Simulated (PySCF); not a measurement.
# H8HfN4 (Hf(NH2)4): the cost of one run

Program: PySCF 2.14.0. Level of theory: PBE0, Hf def2-SVP with ECP60, N def2-SVP, H def2-SVP; scalar-relativistic core potentials, no spin–orbit coupling. These are calculated values, not measurements.

1 further run of the same task is left out (for a known fault of the program).

**1. Where the work starts**

13 atoms, charge 0, spin multiplicity 1.

Bond lengths: Hf1–N2 2.016 Å, Hf1–N5 2.016 Å, Hf1–N8 2.016 Å, Hf1–N11 2.016 Å, N2–H3 1.018 Å, N2–H4 1.018 Å, N5–H6 1.018 Å, N5–H7 1.018 Å, N8–H9 1.018 Å, N8–H10 1.018 Å, N11–H12 1.018 Å, N11–H13 1.018 Å. Angles: N2–Hf1–N5 109.5°, N2–Hf1–N8 109.5°, N2–Hf1–N11 109.5°, N5–Hf1–N8 109.5°, N5–Hf1–N11 109.5°, N8–Hf1–N11 109.5°, Hf1–N2–H3 125.4°, Hf1–N2–H4 125.4°, H3–N2–H4 109.2°, Hf1–N5–H6 125.4°, Hf1–N5–H7 125.4°, H6–N5–H7 109.2°, Hf1–N8–H9 125.4°, Hf1–N8–H10 125.4°, H9–N8–H10 109.2°, Hf1–N11–H12 125.4°, Hf1–N11–H13 125.4°, H12–N11–H13 109.2°.

Coordinates:

```mol
H8HfN4
  3D, bonds by distance, orders not assigned

 13 12  0  0  0  0  0  0  0  0999 V2000
    0.0000    0.0000    0.0000 Hf  0  0
    1.1639    1.1639    1.1639 N   0  0
    1.5046    0.9177    2.0915 H   0  0
    1.5046    2.0915    0.9177 H   0  0
   -1.1639   -1.1639    1.1639 N   0  0
   -1.5046   -0.9177    2.0915 H   0  0
   -1.5046   -2.0915    0.9177 H   0  0
    1.1639   -1.1639   -1.1639 N   0  0
    1.5046   -2.0915   -0.9177 H   0  0
    1.5046   -0.9177   -2.0915 H   0  0
   -1.1639    1.1639   -1.1639 N   0  0
   -1.5046    2.0915   -0.9177 H   0  0
   -1.5046    0.9177   -2.0915 H   0  0
  1  2  8  0
  1  5  8  0
  1  8  8  0
  1 11  8  0
  2  3  8  0
  2  4  8  0
  5  6  8  0
  5  7  8  0
  8  9  8  0
  8 10  8  0
 11 12  8  0
 11 13  8  0
M  END
```

Formal oxidation states: Hf +4.

**2. SCF at the start, singlet**

The input, run.py (the lines that set the calculation):

```python
mol = gto.M(atom='''
Hf     0.00000     0.00000     0.00000
N      1.16390     1.16390     1.16390
H      1.50460     0.91770     2.09150
H      1.50460     2.09150     0.91770
N     -1.16390    -1.16390     1.16390
H     -1.50460    -0.91770     2.09150
H     -1.50460    -2.09150     0.91770
N      1.16390    -1.16390    -1.16390
H      1.50460    -2.09150    -0.91770
H      1.50460    -0.91770    -2.09150
N     -1.16390     1.16390    -1.16390
H     -1.50460     2.09150    -0.91770
H     -1.50460     0.91770    -2.09150''',
    basis={'Hf': 'def2-SVP', 'N': 'def2-SVP', 'H': 'def2-SVP'},
    ecp={'Hf': 'def2-SVP'},
    charge=0, spin=0)
mf = dft.RKS(mol, xc='PBE0')
mf.grids.atom_grid = (50, 194)
mf = mf.density_fit()  # fitting sets: Hf def2-universal-JKFIT, N def2-universal-JKFIT, H def2-universal-JKFIT
mf.conv_tol = 1e-08; mf.max_cycle = 55
mf.kernel(dm0)  # dm0: free metal ions and neutral atoms
```

Command:

```sh
$ OMP_NUM_THREADS=2 python run.py
```

Q: Estimate wall time and peak memory on 2 threads of Arm Neoverse V1, shared host.

About 4.3 s, with a peak of 0.76 GiB.
